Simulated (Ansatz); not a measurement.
# ClF2GeHS: up Jacob's ladder to CCSD(T)

The task here is to estimate one member of a computed series from the others.

Method: functionals in def2-TZVPP, the program's frozen cores in correlated methods; program: Ansatz 0.2.0, Gaussian basis.

Levels to be run: LDA (SPW92), PBE-D4, revPBE-D4, BLYP-D4, r2SCAN-D4, B97M-V, PBE0-D4, B3LYP-D4, r2SCANh-D4, r2SCAN0-D4, HSE06-D4, BHLYP-D4, CAM-B3LYP-D4, LC-ωPBE, ωB97X-V, ωB97M-V, B2PLYP, PBE-QIDH; CCSD(T)/def2-SVP; CCSD(T)/def2-TZVPP; MP2/def2-QZVPP; extrapolation to the limit; RPA on PBE.

## The geometry

The geometry comes from an earlier relaxation with PBE0-D4 in a triple-zeta def2 set; it is a stationary point.

SMILES `[F][Ge]([F])([SH])[Cl]`, 6 atoms, charge 0, spin multiplicity 1.

Atoms are counted from 1 here; the program's logs count them from 0.

Bond lengths: F1–Ge2 1.711 Å, Ge2–F3 1.714 Å, Ge2–S4 2.174 Å, Ge2–Cl5 2.112 Å, S4–H6 1.345 Å. Angles: F1–Ge2–F3 105.3°, F1–Ge2–S4 107.5°, F1–Ge2–Cl5 109.2°, F3–Ge2–S4 112.8°, F3–Ge2–Cl5 106.2°, S4–Ge2–Cl5 115.4°, Ge2–S4–H6 91.8°.

The first run:

The input, in.yaml:

```yaml
crystal:
  periodic: [false, false, false]
  atoms:
    - {symbol: F, position_ang: [1.195215, -1.026484, 1.349923]}
    - {symbol: Ge, position_ang: [0.311414, -0.342513, 0.054437]}
    - {symbol: F, position_ang: [-0.328562, -1.676081, -0.810974]}
    - {symbol: S, position_ang: [-1.234113, 0.922890, 0.913679]}
    - {symbol: Cl, position_ang: [1.647502, 0.628691, -1.261146]}
    - {symbol: H, position_ang: [-1.549357, 1.429397, -0.292018]}
basis:
  gaussian: {orbitals: def2-TZVPP}
hamiltonian: {xc: lda}
output: {orbitals: {seedname: orbitals}}
```

Among the steps run: LDA; PBE-D4 (GGA); revPBE-D4 (GGA); BLYP-D4 (GGA); r2SCAN-D4 (meta-GGA); B97M-V (meta-GGA); PBE0-D4 (hybrid); B3LYP-D4 (hybrid); r2SCANh-D4 (hybrid); r2SCAN0-D4 (hybrid); HSE06-D4 (hybrid); BHLYP-D4 (hybrid); CAM-B3LYP-D4 (range-separated); LC-ωPBE-D4 (range-separated; the results give it without D4); ωB97X-V (range-separated); ωB97M-V (range-separated); B2PLYP (double hybrid); PBE-QIDH (double hybrid).

One table of the session follows, with a row left open; its other results are not shown here.

It belongs to the step «Frontier levels by functional». 

| functional | HOMO (eV) | LUMO (eV) | gap (eV) |
| --- | --- | --- | --- |
| LDA (SPW92) | -7.51 | -2.95 | 4.56 |
| PBE-D4 | -7.35 | -2.62 | 4.73 |
| revPBE-D4 | -7.30 | -2.49 | 4.80 |
| BLYP-D4 | -7.18 | -2.56 | 4.62 |
| r2SCAN-D4 | -7.69 | -2.36 | 5.33 |
| B97M-V | -7.75 | -2.25 | 5.50 |
| PBE0-D4 | -8.69 | -1.62 | 7.07 |
| B3LYP-D4 | -8.42 | -1.94 | 6.48 |
| r2SCANh-D4 | -8.18 | -2.00 | 6.17 |
| r2SCAN0-D4 | -8.90 | -1.46 | 7.44 |
| HSE06-D4 | ? | ? | ? |
| BHLYP-D4 | -9.85 | -0.55 | 9.29 |
| CAM-B3LYP-D4 | -10.04 | -0.57 | 9.47 |
| LC-ωPBE | -11.49 | 0.71 | 12.20 |
| ωB97X-V | -11.09 | 0.64 | 11.73 |
| ωB97M-V | -10.90 | 0.48 | 11.38 |

**Question.** Estimate the row for HSE06-D4.

**Answer.** HOMO (eV): -8.28; LUMO (eV): -1.99; gap (eV): 6.29. In the column «HOMO (eV)» it lies between B3LYP-D4 (-8.42) and r2SCANh-D4 (-8.18).
